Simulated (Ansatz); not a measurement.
A nudged elastic band was laid between two geometries of a periodic cell of 17 atoms, TiSi16 (host Si, host structure diamond, interstitial Ti).

Level of theory: Ansatz, DFT PBE, scalar-relativistic, plane waves, PAW. Settings: PAW set soft_1, cutoff 420 eV, k mesh 2x2x2, gaussian smearing 0.05 eV, no spin polarisation.

* movable images: 3
* climbing image: yes
* spring: 5.0 eV/Å²
* optimiser: lbfgs
* start path: IDPP
* force threshold: 0.05 eV/Å
* iteration limit: 50
* end points: relaxed

First end point:

```xyz
17
Lattice="0.0000 5.4300 5.4300 5.4300 0.0000 5.4300 5.4300 5.4300 0.0000" Properties=species:S:1:pos:R:3
Si -0.001 -0.002 0.001
Si 1.340 1.340 1.342
Si 2.714 2.713 0.037
Si 4.087 4.087 1.343
Si 2.714 0.035 2.715
Si 4.088 1.340 4.089
Si 5.393 2.714 2.716
Si 6.742 4.116 4.118
Si 0.035 2.714 2.715
Si 1.341 4.087 4.089
Si 2.714 5.393 2.716
Si 4.116 6.742 4.117
Si 2.715 2.714 5.395
Si 4.117 4.116 6.743
Si 5.430 5.430 5.430
Si 6.743 6.742 6.743
Ti 8.144 8.144 8.146
```

Last end point:

```xyz
17
Lattice="0.0000 5.4300 5.4300 5.4300 0.0000 5.4300 5.4300 5.4300 0.0000" Properties=species:S:1:pos:R:3
Si 0.046 -0.045 -0.044
Si 1.396 1.357 1.358
Si 2.702 2.730 -0.015
Si 4.074 4.036 1.358
Si 2.701 -0.016 2.731
Si 4.075 1.357 4.037
Si 5.448 2.731 2.731
Si 6.791 4.072 4.073
Si 0.046 2.759 2.760
Si 1.359 4.072 4.073
Si 2.673 5.385 2.760
Si 4.074 6.787 4.109
Si 2.673 2.759 5.385
Si 4.075 4.108 6.788
Si 5.448 5.413 5.414
Si 6.754 6.787 6.788
Ti 9.504 6.787 6.788
```

Question: Which bonds break or form, and what moves?

Answer: Contacts lost: Si3–Ti17, Si5–Ti17, Si7–Ti17, Si8–Ti17. Contacts made: Si1–Ti17, Si2–Ti17, Si4–Ti17, Si6–Ti17. The atom that moves furthest is Ti17, by 2.35 Å.

Question: What energy profile does the band end with?

Answer: It converged. The highest image is number 2 of 0 to 4, 1.72 eV above the ends, which have the same energy within 2 meV. By the program's own check the climbing image is a first-order saddle point (lowest curvatures found: -4.02 and 0.21 eV/Å²). Limits of this set-up: coarse k mesh.

| image | path coordinate (Å) | energy (eV) | Si3–Ti17 (Å) | Si5–Ti17 (Å) | Si7–Ti17 (Å) |
| --- | --- | --- | --- | --- | --- |
| 0 | 0.00 | 0.00 | 2.75 | 2.75 | 2.75 |
| 1 | 0.75 | 0.56 | 2.99 | 2.99 | 2.99 |
| 2 | 1.50 | 1.72 | 3.51 | 3.52 | 3.51 |
| 3 | 2.24 | 0.56 | 4.11 | 4.11 | 4.11 |
| 4 | 2.99 | 0.00 | 4.50 | 4.50 | 4.50 |

Question: What is the geometry of the highest image?

Answer: 
```xyz
17
Lattice="0.0000 5.4300 5.4300 5.4300 0.0000 5.4300 5.4300 5.4300 0.0000" Properties=species:S:1:pos:R:3
Si -0.160 0.164 0.160
Si 1.369 1.416 1.413
Si 2.774 2.660 0.007
Si 4.016 4.066 1.414
Si 2.773 0.012 2.657
Si 4.017 1.416 4.061
Si 5.422 2.660 2.656
Si 6.951 3.913 3.909
Si 0.132 2.806 2.811
Si 1.197 4.229 4.235
Si 2.621 5.294 2.811
Si 4.167 6.690 4.208
Si 2.621 2.806 5.301
Si 4.167 4.200 6.695
Si 5.590 5.266 5.272
Si 6.655 6.691 6.696
Ti 8.824 7.464 7.468
```

The run took 16 min on 1 thread of Arm Neoverse V2, on a shared host, peak memory 0.79 GiB.
